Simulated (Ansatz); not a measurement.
# YP2Pd2: the cost of one run

Computed with Ansatz 0.2.0 through its Python package. The levels of theory stand in the script.

## (1) The structure

Symmetry: I4/mmm, No. 139, tetragonal system. Conventional cell: a = 4.085 Å, b = 4.085 Å, c = 9.857 Å, α = 90.00°, β = 90.00°, γ = 90.00°. Y (site symmetry 4/mmm) is surrounded by 8 P at 3.09 Å and 8 Pd at 3.20 Å. P (site symmetry 4mm) is surrounded by 1 P at 2.18 Å and 4 Pd at 2.46 Å and 4 Y at 3.09 Å. Pd (site symmetry -4m2) has 4 P at 2.46 Å as nearest neighbours.

yp2pd2.cif, read by the script:

```cif
data_YP2Pd2
_cell_length_a 5.712790
_cell_length_b 5.712790
_cell_length_c 5.712790
_cell_angle_alpha 138.09746
_cell_angle_beta 138.09746
_cell_angle_gamma 60.75377
_symmetry_space_group_name_H-M 'P 1'
_symmetry_Int_Tables_number 1
loop_
_symmetry_equiv_pos_as_xyz
'x, y, z'
loop_
_atom_site_label
_atom_site_type_symbol
_atom_site_fract_x
_atom_site_fract_y
_atom_site_fract_z
Y1 Y    0.000000    0.000000    0.000000
P2 P    0.389439    0.389439    0.000000
P3 P    0.610561    0.610561    0.000000
Pd4 Pd    0.750000    0.250000    0.500000
Pd5 Pd    0.250000    0.750000    0.500000
```

## (2) The script

yp2pd2_lattice.py

```python
import warnings

import ansatz as az
from ase.io import read
import numpy as np

def edges_and_angles(cell):
    cell = np.asarray(cell)
    a, b, c = np.linalg.norm(cell, axis=1)
    cosines = cell[1] @ cell[2] / (b * c), cell[0] @ cell[2] / (a * c), cell[0] @ cell[1] / (a * b)
    return (a, b, c, *np.degrees(np.arccos(cosines)))


def main() -> None:
    warnings.simplefilter("ignore", az.DeckWarning)

    atoms = read("yp2pd2.cif")
    structure = az.Crystal.from_ase(atoms)

    setup = (
        structure.calculation()
        .accuracy("medium")
        .kpoints(density=3.1)
        .occupations(az.OccupationsMethod.FERMI_DIRAC)
        .mixing("msr1")
        .scf(tolerance=1e-05, max_iterations=60, extra_bands=8)
        .relax(cell=True, force_tolerance=0.1)
    )

    levels = [("lda", "none"), ("pbesol", "d3bj"), ("pbesol", "none")]
    print("level            a       b       c    alpha   beta  gamma  V/atom  steps")
    for name, dispersion in levels:
        seen = []
        run = setup.functional(name, dispersion=dispersion).session().plan()
        out = run.execute(on_event=lambda e: seen.append(e) if e["event"] == "relax_step" else None)
        cell = out.lattice.cell_ang
        label = name if dispersion == "none" else f"{name}+{dispersion}"
        print("{:13s} {:7.4f} {:7.4f} {:7.4f} {:6.2f} {:6.2f} {:6.2f}".format(label, *edges_and_angles(cell)), f"{abs(np.linalg.det(cell)) / len(out.lattice.sites):7.3f} {len(seen):5d}")


if __name__ == "__main__":
    main()
```

## (3) The input behind the calls

The engine receives this input (first run):

```yaml
crystal:
  lattice:
    - [5.71279, 0.0, 0.0]
    - [2.7910625689586435, 4.984570123918208, 0.0]
    - [-4.251926421569452, -2.4922851423150796, 2.8888762623302324]
  atoms:
    - { symbol: "Y", position: [0.0, 0.0, 0.0] }
    - { symbol: P, position: [0.38943900000000004, 0.389439, 0.0] }
    - { symbol: P, position: [0.610561, 0.610561, 0.0] }
    - { symbol: Pd, position: [0.7500000000000001, 0.25, 0.5] }
    - { symbol: Pd, position: [0.24999999999999997, 0.75, 0.5] }
accuracy: medium
kpoints:
  mp_grid:
    kspacing: 0.3225806451612903
hamiltonian:
  xc: lda
  dispersion: none
scf:
  max_iter: 60
  n_extra_bands: 8
  convergence:
    dr2_threshold: 1.0e-05
  mixing:
    algorithm: msr1
  occupations:
    method: fermi_dirac
relax:
  f_tol: 0.1
  cell: {}
```

## (4) Launch

Run with:

```console
$ python yp2pd2_lattice.py
```

Q: Estimate wall time and peak memory on 1 thread of Arm Neoverse V1, shared host.

About 98 s, with a peak of 0.59 GiB.
